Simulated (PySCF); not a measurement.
# SnHMe2Br: geometry, NMR shifts and electronic excitations

Aim: predict the NMR shifts and electronic excitations of SnHMe2Br (`[H][Sn]([CH3])([CH3])[Br]`).

Computed with PySCF 2.14.0, with density-fitted response routines of our own, on a single molecule in the gas phase. Atoms are numbered from 0 throughout.

## 1. The molecule as given

11 atoms, charge 0, multiplicity 1; geometry from: GFN2-xTB.

Bonds of the start (Å): Sn0–H1 1.72, Sn0–C2 2.19, Sn0–C6 2.19, Sn0–Br10 2.49, C2–H3 1.08, C2–H4 1.09, C2–H5 1.08, C6–H7 1.08, C6–H8 1.09, C6–H9 1.08.

## 2. Geometry optimisation at PBE0-D3(BJ)/def2-SVP

Job settings and geometry (Å):

```
{"job": {"xc": "PBE0", "basis": "def2-SVP", "d3": "d3bj", "grid": 1, "maxiter": 40, "kind": "geom"}, "charge": 0, "multiplicity": 1}
Sn    -0.253380    -0.428510     0.532770
H     -0.354070    -0.600070     2.242580
C      1.796750    -0.600900    -0.209010
H      2.405070     0.207430     0.177650
H      1.778620    -0.552030    -1.292970
H      2.223340    -1.549950     0.096120
C     -1.394290     1.281800    -0.213120
H     -2.417190     1.227810     0.141890
H     -1.393030     1.255860    -1.297980
H     -0.946080     2.208610     0.124360
Br    -1.445730    -2.450040    -0.302290
```

The program printed:

```text
step   0  E = -2868.15933133  max force = 0.018162
step   1  E = -2868.16131618  max force = 0.005779
step   2  E = -2868.16160574  max force = 0.001505
step   3  E = -2868.16158172  max force = 0.002165
step   4  E = -2868.16155633  max force = 0.001558
step   5  E = -2868.16156955  max force = 0.000493
step   6  E = -2868.16156563  max force = 0.000170
step   7  E = -2868.16156258  max force = 0.000055
step   8  E = -2868.16156654  max force = 0.000108
optimisation converged
```

Run time: 65 s. Hardware: 1 thread, shared host.

Along the way:

| step | energy from step 0 (eV) | largest force component (eV/Å) |
| --- | --- | --- |
| 0 | 0.0000 | 0.9339 |
| 1 | -0.0540 | 0.2972 |
| 2 | -0.0619 | 0.0774 |
| 3 | -0.0612 | 0.1113 |
| 4 | -0.0605 | 0.0801 |
| 5 | -0.0609 | 0.0254 |
| 6 | -0.0608 | 0.0087 |
| 7 | -0.0607 | 0.0028 |
| 8 | -0.0608 | 0.0056 |

Close pairs (by a distance rule), those that changed most:

| bond | before (Å) | after (Å) | change (Å) |
| --- | --- | --- | --- |
| Sn0–C2 | 2.187 | 2.140 | -0.047 |
| Sn0–C6 | 2.187 | 2.141 | -0.046 |
| Sn0–Br10 | 2.491 | 2.511 | +0.020 |
| C2–H3 | 1.083 | 1.099 | +0.016 |
| C6–H9 | 1.083 | 1.099 | +0.016 |
| C6–H7 | 1.084 | 1.099 | +0.015 |
| C2–H5 | 1.084 | 1.099 | +0.014 |
| C2–H4 | 1.085 | 1.099 | +0.013 |

The next job starts from the end point, and lists it.

| at the end point | value |
| --- | --- |
| point group (found at 0.08 Å tolerance) | Cs |
| rotational constants (GHz, main isotopes) | 3.691, 1.260, 1.059 |
| dipole moment (D) | 3.24 |

## 3. NMR shieldings: PBE0/def2-TZVP+pcSseg-1

Job settings and geometry (Å):

```
{"job": {"kind": "nmr", "xc": "PBE0", "basis": {"default": "pcSseg-1", "Sn": "def2-TZVP"}}, "charge": 0, "multiplicity": 1}
Sn    -0.257715    -0.436548     0.523790
H     -0.405694    -0.669565     2.217695
C      1.763813    -0.562605    -0.167860
H      2.375650     0.248583     0.251320
H      1.770342    -0.498926    -1.264662
H      2.184437    -1.531131     0.135696
C     -1.364119     1.250908    -0.190614
H     -2.405484     1.167609     0.149349
H     -1.345395     1.249601    -1.289074
H     -0.931868     2.189743     0.183464
Br    -1.383956    -2.407659    -0.549105
```

With the program's defaults for keys left out, this is: GIAO PBE0/pcSseg-1 Sn:def2-TZVP NMR shielding, scalar relativity only through core potentials, gas phase.

The program printed:

```text
coarse grid: 43024 points
cycle   1  E = -2866.5879697253  dE = -3.647e+01  |g| = 2.917e+00  |ddm| = 3.103e+01
cycle   2  E = -2865.0496862426  dE =  1.538e+00  |g| = 4.567e+00  |ddm| = 8.340e+00
cycle   3  E = -2868.2271925874  dE = -3.178e+00  |g| = 2.867e-01  |ddm| = 4.384e+00
cycle   4  E = -2868.2456436423  dE = -1.845e-02  |g| = 1.515e-01  |ddm| = 6.543e-01
cycle   5  E = -2868.2515221670  dE = -5.879e-03  |g| = 2.371e-02  |ddm| = 1.986e-01
cycle   6  E = -2868.2515842494  dE = -6.208e-05  |g| = 5.991e-03  |ddm| = 2.865e-02
cycle   7  E = -2868.2515929164  dE = -8.667e-06  |g| = 1.768e-03  |ddm| = 8.162e-03
final grid: 87144 points
cycle   8  E = -2868.2515260088  dE =  2.371e-07  |g| = 2.096e-03  |ddm| = 3.532e-03
cycle   9  E = -2868.2515253083  dE =  7.006e-07  |g| = 2.666e-03  |ddm| = 3.879e-03
cycle  10  E = -2868.2515271302  dE = -1.822e-06  |g| = 1.297e-04  |ddm| = 2.244e-03
cycle  11  E = -2868.2515271339  dE = -3.671e-09  |g| = 1.648e-05  |ddm| = 1.596e-04
cycle  12  E = -2868.2515271339  dE = -1.955e-11  |g| = 3.422e-06  |ddm| = 1.741e-05
converged SCF energy = -2868.2515271339

GIAO shielding tensors (ppm)
atom      isotropic    diamagn.    paramagn.     s11        s22        s33       span
  0 Sn         nan         nan         nan        nan        nan        nan        nan
  1 H       25.531      28.037      -2.505     17.513     19.432     39.649     22.136
  2 C      184.353     251.786     -67.433    172.769    184.734    195.558     22.789
  3 H       30.953      29.559       1.394     24.999     27.224     40.637     15.637
  4 H       30.624      30.194       0.431     25.187     28.392     38.295     13.108
  5 H       30.501      28.176       2.325     24.697     28.077     38.729     14.032
  6 C      184.404     251.795     -67.391    172.979    184.781    195.451     22.472
  7 H       30.484      28.159       2.325     24.732     27.929     38.791     14.059
  8 H       30.638      30.134       0.504     25.149     28.474     38.292     13.142
  9 H       30.952      29.624       1.328     24.989     27.276     40.590     15.601
 10 Br    2808.798    3123.976    -315.177   2702.665   2793.189   2930.541    227.876
```

Run time: 16 s. Hardware: 1 thread, shared host.

Shifts follow as δ = σ(reference) − σ, with reference shieldings (ppm) from runs at the same level and on the same kind of geometry: ¹H TMS 31.27, ¹³C TMS 184.4, ⁷⁹Br HBr 2584. The references are single molecules in the gas phase. Atoms listed in one row are averaged.

| atoms | environment | σ (ppm) | δ (ppm) |
| --- | --- | --- | --- |
| C2, C6 | carbon bonded to Sn, 3 H | 184.4 | 0.0 |
| H1 | hydrogen on a Sn bonded to 2 C, Br | 25.53 | 5.74 |
| H3, H4, H5, H7, H8, H9 | hydrogen on a carbon bonded to Sn | 30.69 | 0.57 |
| Br10 | bromine bonded to Sn | 2809 | -224 |

Atoms past Kr carry core potentials, so their printed shieldings have no meaning and are left out of the table.

The run also stored atomic charges by several schemes (e):

| atoms | Mulliken | ESP fit |
| --- | --- | --- |
| Sn0 | 0.49 | 0.62 |
| C2, C6 | -0.50 | -0.54 |
| Br10 | -0.35 | -0.29 |

Mayer bond orders: Sn0–C2 1.04, Sn0–C6 1.04, Sn0–Br10 0.97.

With diffuse functions Mulliken charges and Mayer bond orders lose their meaning; the other schemes are steadier.

## 4. TDDFT and polarisability: CAM-B3LYP/def2-SVPD

Settings changed since step 3:

```diff
@@ -1,2 +1,2 @@
-{"job": {"kind": "nmr", "xc": "PBE0", "basis": {"default": "pcSseg-1", "Sn": "def2-TZVP"}}, "charge": 0, "multiplicity": 1}
+{"job": {"kind": "uv", "xc": "CAM-B3LYP", "basis": "def2-SVPD", "ip": true, "nstates": 10}, "charge": 0, "multiplicity": 1}
 Sn    -0.257715    -0.436548     0.523790
```

Level: TDDFT CAM-B3LYP/def2-SVPD, vertical, gas phase, core orbitals frozen in the response.

The program printed:

```text
coarse grid: 43024 points
cycle   1  E = -2867.0013681674  dE = -2.295e+01  |g| = 2.676e+00  |ddm| = 1.079e+01
cycle   2  E = -2867.0543136569  dE = -5.295e-02  |g| = 2.892e+00  |ddm| = 1.068e+01
cycle   3  E = -2868.6038373337  dE = -1.550e+00  |g| = 1.009e-01  |ddm| = 3.848e+00
cycle   4  E = -2868.6071862647  dE = -3.349e-03  |g| = 4.635e-02  |ddm| = 3.178e-01
cycle   5  E = -2868.6077862536  dE = -6.000e-04  |g| = 1.405e-02  |ddm| = 8.257e-02
cycle   6  E = -2868.6078411616  dE = -5.491e-05  |g| = 4.234e-03  |ddm| = 2.152e-02
cycle   7  E = -2868.6078474367  dE = -6.275e-06  |g| = 6.814e-04  |ddm| = 1.024e-02
final grid: 87144 points
cycle   8  E = -2868.6077429501  dE = -1.725e-07  |g| = 5.800e-04  |ddm| = 3.048e-03
cycle   9  E = -2868.6077429651  dE = -1.500e-08  |g| = 5.770e-04  |ddm| = 1.484e-03
cycle  10  E = -2868.6077430341  dE = -6.901e-08  |g| = 3.240e-05  |ddm| = 6.339e-04
cycle  11  E = -2868.6077430345  dE = -4.052e-10  |g| = 1.134e-05  |ddm| = 9.442e-05
converged SCF energy = -2868.6077430345

Static polarisability (au): isotropic 88.402, principal 78.352 90.342 96.513

Singlet excitations
state   eV       nm        f      main configurations
  1   5.9836    207.2   0.02546   H->L 0.90
  2   6.0085    206.3   0.02587   H-1->L 0.90
  3   7.1202    174.1   0.07320   H->L+1 0.51, H-2->L 0.39
  4   7.3010    169.8   0.01523   H-1->L+1 0.59, H-3->L 0.17, H-4->L 0.13
  5   7.3718    168.2   0.03882   H->L+2 0.40, H-2->L 0.25, H->L+1 0.24
  6   7.4470    166.5   0.01215   H-1->L+2 0.73
  7   7.5938    163.3   0.08939   H->L+2 0.49, H-2->L 0.28, H->L+1 0.10
  8   7.5981    163.2   0.04811   H->L+3 0.68, H-3->L 0.14
  9   7.6467    162.1   0.02340   H-1->L+3 0.88
 10   7.7817    159.3   0.06127   H-4->L 0.50, H-1->L+2 0.19, H-1->L+1 0.19

Triplet excitations (Tamm-Dancoff, eV): 5.5695 5.5699 6.5261 6.6144
Vertical ionisation energy (delta-SCF) = 9.9256 eV
```

It took 2.1 min on 1 thread, shared host.

The orbitals next to the gap, with their largest atomic shares:

| orbital | eV | atoms |
| --- | --- | --- |
| HOMO−3 | -10.28 | Br10 55 %, Sn0 18 %, C6 10 % |
| HOMO−2 | -10.24 | Br10 22 %, C2 21 %, C6 20 % |
| HOMO−1 | -9.10 | Br10 78 %, Sn0 9 %, H1 6 % |
| HOMO | -9.04 | Br10 72 %, C2 8 %, Sn0 8 % |
| LUMO | 0.34 | Sn0 36 %, Br10 33 %, H1 12 % |
| LUMO+1 | 0.66 | Sn0 39 %, C6 11 %, C2 10 % |
| LUMO+2 | 1.15 | Sn0 38 %, H1 20 %, Br10 16 % |

With each of the 10 states as a Gaussian band of 0.4 eV half-width at 1/e, the curve within the window shown has maxima at 206 nm (ε 2,100), 164 nm (ε 11,000) L/(mol cm). Beyond the last state computed it falls off for lack of states. The curve at chosen wavelengths:

```json
{"nm": "153", "ε (L/mol/cm)": "3103"}
{"nm": "156", "ε (L/mol/cm)": "6009"}
{"nm": "159", "ε (L/mol/cm)": "9015"}
{"nm": "162", "ε (L/mol/cm)": "10923"}
{"nm": "165", "ε (L/mol/cm)": "11168"}
{"nm": "168", "ε (L/mol/cm)": "10057"}
{"nm": "171", "ε (L/mol/cm)": "8254"}
{"nm": "174", "ε (L/mol/cm)": "6280"}
{"nm": "177", "ε (L/mol/cm)": "4427"}
{"nm": "180", "ε (L/mol/cm)": "2872"}
{"nm": "183", "ε (L/mol/cm)": "1728"}
{"nm": "186", "ε (L/mol/cm)": "1030"}
{"nm": "189", "ε (L/mol/cm)": "741"}
{"nm": "193", "ε (L/mol/cm)": "850"}
{"nm": "196", "ε (L/mol/cm)": "1166"}
{"nm": "199", "ε (L/mol/cm)": "1549"}
{"nm": "202", "ε (L/mol/cm)": "1878"}
{"nm": "205", "ε (L/mol/cm)": "2058"}
{"nm": "208", "ε (L/mol/cm)": "2048"}
{"nm": "211", "ε (L/mol/cm)": "1864"}
{"nm": "214", "ε (L/mol/cm)": "1562"}
{"nm": "217", "ε (L/mol/cm)": "1213"}
{"nm": "220", "ε (L/mol/cm)": "880"}
{"nm": "223", "ε (L/mol/cm)": "598"}
{"nm": "226", "ε (L/mol/cm)": "384"}
{"nm": "229", "ε (L/mol/cm)": "234"}
```

Further results of this job:

| property | computed |
| --- | --- |
| dipole moment (D) | 3.33 |
| polarisability (Å³) | 13.10 |
| HOMO–LUMO gap (eV) | 9.39 |
| −ε(HOMO) (eV) | 9.04 |

## 5. NMR shieldings: KT2/def2-TZVP+pcSseg-1

Settings changed since step 4:

```diff
@@ -1,2 +1,2 @@
-{"job": {"kind": "uv", "xc": "CAM-B3LYP", "basis": "def2-SVPD", "ip": true, "nstates": 10}, "charge": 0, "multiplicity": 1}
+{"job": {"kind": "nmr", "xc": "KT2", "basis": {"default": "pcSseg-1", "Sn": "def2-TZVP"}, "pop": false}, "charge": 0, "multiplicity": 1}
 Sn    -0.257715    -0.436548     0.523790
```

Method: GIAO KT2/pcSseg-1 Sn:def2-TZVP NMR shielding, scalar relativity only through core potentials, gas phase.

The program printed:

```text
coarse grid: 43024 points
cycle   1  E = -2878.7674915451  dE = -3.563e+01  |g| = 3.237e+00  |ddm| = 3.029e+01
cycle   2  E = -2836.2959015231  dE =  4.247e+01  |g| = 1.100e+01  |ddm| = 2.961e+01
cycle   3  E = -2880.8340027934  dE = -4.454e+01  |g| = 8.383e-01  |ddm| = 2.845e+01
cycle   4  E = -2880.6932178309  dE =  1.408e-01  |g| = 1.154e+00  |ddm| = 2.408e+00
cycle   5  E = -2881.0472839767  dE = -3.541e-01  |g| = 8.604e-02  |ddm| = 1.469e+00
cycle   6  E = -2881.0479352218  dE = -6.512e-04  |g| = 6.838e-02  |ddm| = 1.552e-01
cycle   7  E = -2881.0491789570  dE = -1.244e-03  |g| = 1.190e-02  |ddm| = 7.876e-02
cycle   8  E = -2881.0492156986  dE = -3.674e-05  |g| = 4.394e-03  |ddm| = 2.077e-02
cycle   9  E = -2881.0492200501  dE = -4.351e-06  |g| = 1.364e-03  |ddm| = 5.723e-03
final grid: 87144 points
cycle  10  E = -2881.0491412352  dE =  2.121e-07  |g| = 1.724e-03  |ddm| = 3.094e-03
cycle  11  E = -2881.0491401130  dE =  1.122e-06  |g| = 2.618e-03  |ddm| = 4.345e-03
cycle  12  E = -2881.0491419290  dE = -1.816e-06  |g| = 3.436e-04  |ddm| = 2.896e-03
cycle  13  E = -2881.0491419548  dE = -2.572e-08  |g| = 3.176e-05  |ddm| = 3.765e-04
cycle  14  E = -2881.0491419551  dE = -3.338e-10  |g| = 3.934e-06  |ddm| = 5.237e-05
converged SCF energy = -2881.0491419551

GIAO shielding tensors (ppm)
atom      isotropic    diamagn.    paramagn.     s11        s22        s33       span
  0 Sn         nan         nan         nan        nan        nan        nan        nan
  1 H       25.227      28.161      -2.934     17.321     19.299     39.061     21.740
  2 C      181.155     253.794     -72.639    168.503    180.919    194.043     25.540
  3 H       30.787      29.918       0.869     25.006     27.178     40.179     15.173
  4 H       30.519      30.664      -0.145     25.374     28.359     37.825     12.452
  5 H       30.381      28.254       2.127     24.838     28.035     38.270     13.433
  6 C      181.205     253.804     -72.598    168.705    180.952    193.960     25.255
  7 H       30.361      28.233       2.128     24.865     27.887     38.331     13.466
  8 H       30.535      30.597      -0.062     25.340     28.444     37.822     12.482
  9 H       30.786      29.995       0.791     24.999     27.226     40.133     15.134
 10 Br    2735.069    3128.164    -393.095   2602.419   2708.227   2894.561    292.141
```

Wall time 22 s (1 thread, shared host).

This run: δ C2 2.0, Br10 -158, H1 5.95, H3 0.62 ppm (means over like atoms).

## 6. Side by side: NMR shifts

Shifts (ppm), means over like atoms, with basis size and wall time:

| run | C2 | H1 | H3 | Br10 | functions | time |
| --- | --- | --- | --- | --- | --- | --- |
| PBE0/def2-TZVP+pcSseg-1 | 0.0 | 5.74 | 0.57 | -224 | 160 | 16 s |
| KT2/def2-TZVP+pcSseg-1 | 2.0 | 5.95 | 0.62 | -158 | 160 | 22 s |

## 7. Outcome

```
                                                                         quantity                        value
                                                                      point group                           Cs
                                             rotational constants (main isotopes)         3.69, 1.26, 1.06 GHz
¹³C shifts against TMS (PBE0/def2-TZVP+pcSseg-1, means over atoms taken as alike)                      0.0 ppm
 ¹H shifts against TMS (PBE0/def2-TZVP+pcSseg-1, means over atoms taken as alike)               5.74, 0.57 ppm
                                ⁷⁹Br shifts against HBr (PBE0/def2-TZVP+pcSseg-1)                     -224 ppm
                                             lowest singlet (CAM-B3LYP/def2-SVPD)  5.98 eV (207 nm), f = 0.025
                                         brightest single state of those computed  state 7, 7.59 eV, f = 0.089
                                                                   lowest triplet                      5.57 eV
                                                vertical ionisation energy (ΔSCF)                      9.93 eV
                                                       range of the shift of Br10             -224 to -158 ppm
```

What this shows: The optimisation took 8 steps and gained 0.061 eV; among the close pairs (by a distance rule), Sn0–C2 changed most, from 2.187 to 2.140 Å. At PBE0/def2-TZVP+pcSseg-1: Shielding is most anisotropic at Br10 (span 228 ppm, paramagnetic term -315 ppm). The lowest singlet, at 5.98 eV, is HOMO→LUMO 0.90 and is weak; of the 10 states computed, the strongest absorption comes from states 7 to 8 together at 7.59 eV (the last state computed is bright too, and its partners may lie past the list). The lowest triplet lies 0.41 eV below the lowest singlet (triplets in Tamm-Dancoff, singlets in full TDDFT). Spin-orbit coupling, left out, mixes singlets and triplets in elements this heavy. The orbital energy would give 9.04 eV for ionisation, ΔSCF gives 9.93 eV. Across the 2 runs the shift of Br10 moves most, between -224 (PBE0/def2-TZVP+pcSseg-1) and -158 ppm (KT2/def2-TZVP+pcSseg-1). Spin-orbit coupling is left out, which matters for shieldings and couplings at and beside the heavy atoms.
